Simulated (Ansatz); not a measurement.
# In(pzH)Cl3 (C₃H₄Cl₃InN₂): the relaxed shape and its frontier levels

What does In(pzH)Cl3 (C₃H₄Cl₃InN₂) look like as a singlet, and where do its frontier electrons sit?

Computed with Ansatz 0.2.0, Gaussian basis. Level: RKS PBE0-D4/def2-TZVP.

Levels to be run: relaxation at PBE-D4/def2-SVP; a single point at PBE0-D4/def2-TZVP.

6 further runs of the same task are left out: 3 that didn't finish, 3 set aside as unsound or not needed.

### Step 1. Starting geometry

13 atoms, charge 0, spin multiplicity 1.

Atoms are counted from 1 here; the program's logs count them from 0.

Bond lengths: In1–N2 2.301 Å, In1–Cl11 2.316 Å, In1–Cl12 2.316 Å, In1–Cl13 2.296 Å, N2–C3 1.321 Å, N2–N6 1.328 Å, C3–C4 1.396 Å, C3–H7 1.073 Å, C4–C5 1.379 Å, C4–H8 1.070 Å, C5–N6 1.338 Å, C5–H9 1.072 Å, N6–H10 1.013 Å. Angles: N2–In1–Cl11 93.6°, N2–In1–Cl12 92.9°, N2–In1–Cl13 108.4°, Cl11–In1–Cl12 114.1°, Cl11–In1–Cl13 119.6°, Cl12–In1–Cl13 119.8°, In1–N2–C3 139.1°, In1–N2–N6 113.8°, C3–N2–N6 107.1°, N2–C3–C4 109.7°, N2–C3–H7 120.6°, C4–C3–H7 129.7°, C3–C4–C5 105.0°, C3–C4–H8 127.5°, C5–C4–H8 127.5°, C4–C5–N6 106.9°, C4–C5–H9 130.6°, N6–C5–H9 122.4° and more.

In takes a core potential in the def2 sets. No spin-orbit coupling is included.

The start is a GFN2-xTB geometry.

### Step 2. Optimising with PBE-D4/def2-SVP

File in.yaml:

```yaml
crystal:
  periodic: [false, false, false]
  atoms:
    - {symbol: In, position_ang: [-0.043080, -0.067610, -2.454300]}
    - {symbol: N, position_ang: [-0.119760, -0.203200, -0.158130]}
    - {symbol: C, position_ang: [-0.549920, -1.028220, 0.780050]}
    - {symbol: C, position_ang: [-0.257020, -0.501850, 2.039540]}
    - {symbol: C, position_ang: [0.378920, 0.695280, 1.787250]}
    - {symbol: N, position_ang: [0.438980, 0.831980, 0.457810]}
    - {symbol: H, position_ang: [-1.041750, -1.945600, 0.518240]}
    - {symbol: H, position_ang: [-0.478530, -0.934080, 2.992850]}
    - {symbol: H, position_ang: [0.776810, 1.429150, 2.459050]}
    - {symbol: H, position_ang: [0.830210, 1.584640, -0.095900]}
    - {symbol: Cl, position_ang: [2.269310, 0.035970, -2.516110]}
    - {symbol: Cl, position_ang: [-1.083540, 2.001850, -2.484210]}
    - {symbol: Cl, position_ang: [-1.120620, -1.898300, -3.326160]}
basis:
  gaussian: {orbitals: def2-SVP}
hamiltonian: {xc: pbe, dispersion: d4}
scf: {lower_state_search: "off"}
output: {orbitals: {seedname: orbitals}}
relax: {f_tol: 0.02, max_steps: 100}
```

Run with:

```
> ansatz run in.yaml --threads 4 --pin off --events-out ev --progress --plain --max-ram 4787MiB
```

After this run come: Single point, PBE0-D4/def2-TZVP.

**Question.** What will the summary of the whole plan be? Wanted: point group; commonest bond, hydrogen aside; HOMO, LUMO at PBE0-D4/def2-TZVP; dipole at PBE-D4/def2-SVP.

**Answer**, as computed:

| quantity | value |
| --- | --- |
| point group | Cs |
| commonest bond, hydrogen aside | Cl–In, 3 of mean length 2.380 Å |
| HOMO, LUMO at PBE0-D4/def2-TZVP | -8.61, -1.93 eV |
| dipole at PBE-D4/def2-SVP | 6.84 D |

The molecule keeps its bonding pattern by the stored test; the atoms moved 0.78 Å (rms). No usable vibrations, so a minimum isn't proven. The point group is read from a loosely relaxed geometry; soft torsions can leave it below the true symmetry.
